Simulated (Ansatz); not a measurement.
# C5H8Se: a ladder of functionals and wavefunction methods

An exercise on one series of results from a longer session: the logs are not shown, and one member is left open.

Method: functionals in def2-TZVPP, the program's frozen cores in correlated methods; program: Ansatz 0.2.0, Gaussian basis.

Levels to be run: PBE-D4, r2SCAN-D4, PBE0-D4, B3LYP-D4, ωB97X-V, ωB97M-V, B2PLYP; CCSD(T)/def2-TZVPP; MP2/def2-QZVPP; extrapolation to the limit.

## The geometry

All runs share one geometry, relaxed beforehand with PBE0-D4 in a triple-zeta def2 set.

SMILES `C=CC[Se]C=C`, 14 atoms, charge 0, spin multiplicity 1.

Atoms are counted from 1 here; the program's logs count them from 0.

Bond lengths: C1–C2 1.326 Å, C1–H7 1.083 Å, C1–H8 1.086 Å, C2–C3 1.484 Å, C2–H9 1.087 Å, C3–Se4 1.957 Å, C3–H10 1.093 Å, C3–H11 1.091 Å, Se4–C5 1.885 Å, C5–C6 1.326 Å, C5–H12 1.086 Å, C6–H13 1.081 Å, C6–H14 1.084 Å. Angles: C2–C1–H7 121.4°, C2–C1–H8 121.7°, H7–C1–H8 116.9°, C1–C2–C3 124.6°, C1–C2–H9 119.7°, C3–C2–H9 115.8°, C2–C3–Se4 112.9°, C2–C3–H10 111.3°, C2–C3–H11 112.6°, Se4–C3–H10 102.6°, Se4–C3–H11 108.8°, H10–C3–H11 108.1°, C3–Se4–C5 101.3°, Se4–C5–C6 128.9°, Se4–C5–H12 110.4°, C6–C5–H12 120.7°, C5–C6–H13 123.1°, C5–C6–H14 119.9° and more.

The first run:

in.yaml reads:

```yaml
crystal:
  periodic: [false, false, false]
  atoms:
    - {symbol: C, position_ang: [-1.940676, 0.548488, -0.433132]}
    - {symbol: C, position_ang: [-1.086463, 1.004654, 0.472347]}
    - {symbol: C, position_ang: [0.324372, 1.370258, 0.190537]}
    - {symbol: Se, position_ang: [1.601799, 0.404861, 1.315452]}
    - {symbol: C, position_ang: [1.571250, -1.305183, 0.523425]}
    - {symbol: C, position_ang: [0.928279, -1.708738, -0.563628]}
    - {symbol: H, position_ang: [-2.962838, 0.302651, -0.171726]}
    - {symbol: H, position_ang: [-1.651511, 0.408667, -1.470278]}
    - {symbol: H, position_ang: [-1.409700, 1.128682, 1.502737]}
    - {symbol: H, position_ang: [0.523047, 2.413955, 0.447297]}
    - {symbol: H, position_ang: [0.595921, 1.221785, -0.855714]}
    - {symbol: H, position_ang: [2.193800, -1.993947, 1.086976]}
    - {symbol: H, position_ang: [0.287290, -1.060920, -1.145794]}
    - {symbol: H, position_ang: [1.025412, -2.735182, -0.898488]}
basis:
  gaussian: {orbitals: def2-TZVPP}
hamiltonian: {xc: pbe, dispersion: d4}
output: {forces: true, orbitals: {seedname: orbitals}}
```

Launch:

```console
> ansatz run in.yaml --threads 2 --pin off --events-out ev --progress --plain --max-ram 32768MiB --backend cuda --devices 0, --max-vram 18GiB
```

Steps of the session up to this table: PBE-D4 (GGA); r2SCAN-D4 (meta-GGA); PBE0-D4 (hybrid); B3LYP-D4 (hybrid); ωB97X-V (range-separated); ωB97M-V (range-separated); B2PLYP (double hybrid); CCSD(T) in def2-TZVPP; MP2 in def2-QZVPP.

One table of the session follows, with a row left open; its other results are not shown here.

```
            method  atomisation energy (kJ/mol)
            PBE-D4                       5776.8
         r2SCAN-D4                       5642.7
           PBE0-D4                       5673.7
          B3LYP-D4                       5629.2
           ωB97X-V                            ?
           ωB97M-V                       5620.6
            B2PLYP                       5566.3
     HF/def2-TZVPP                       4120.3
    MP2/def2-TZVPP                       5575.8
   CCSD/def2-TZVPP                       5394.3
CCSD(T)/def2-TZVPP                       5488.2
           MP2/CBS                       5706.0
       CCSD(T)/CBS                       5618.5
```

Estimate the missing values for ωB97X-V.

As computed: atomisation energy (kJ/mol): 5613.3. In the column «atomisation energy (kJ/mol)» it lies between MP2/def2-TZVPP (5575.8) and CCSD(T)/CBS (5618.5).
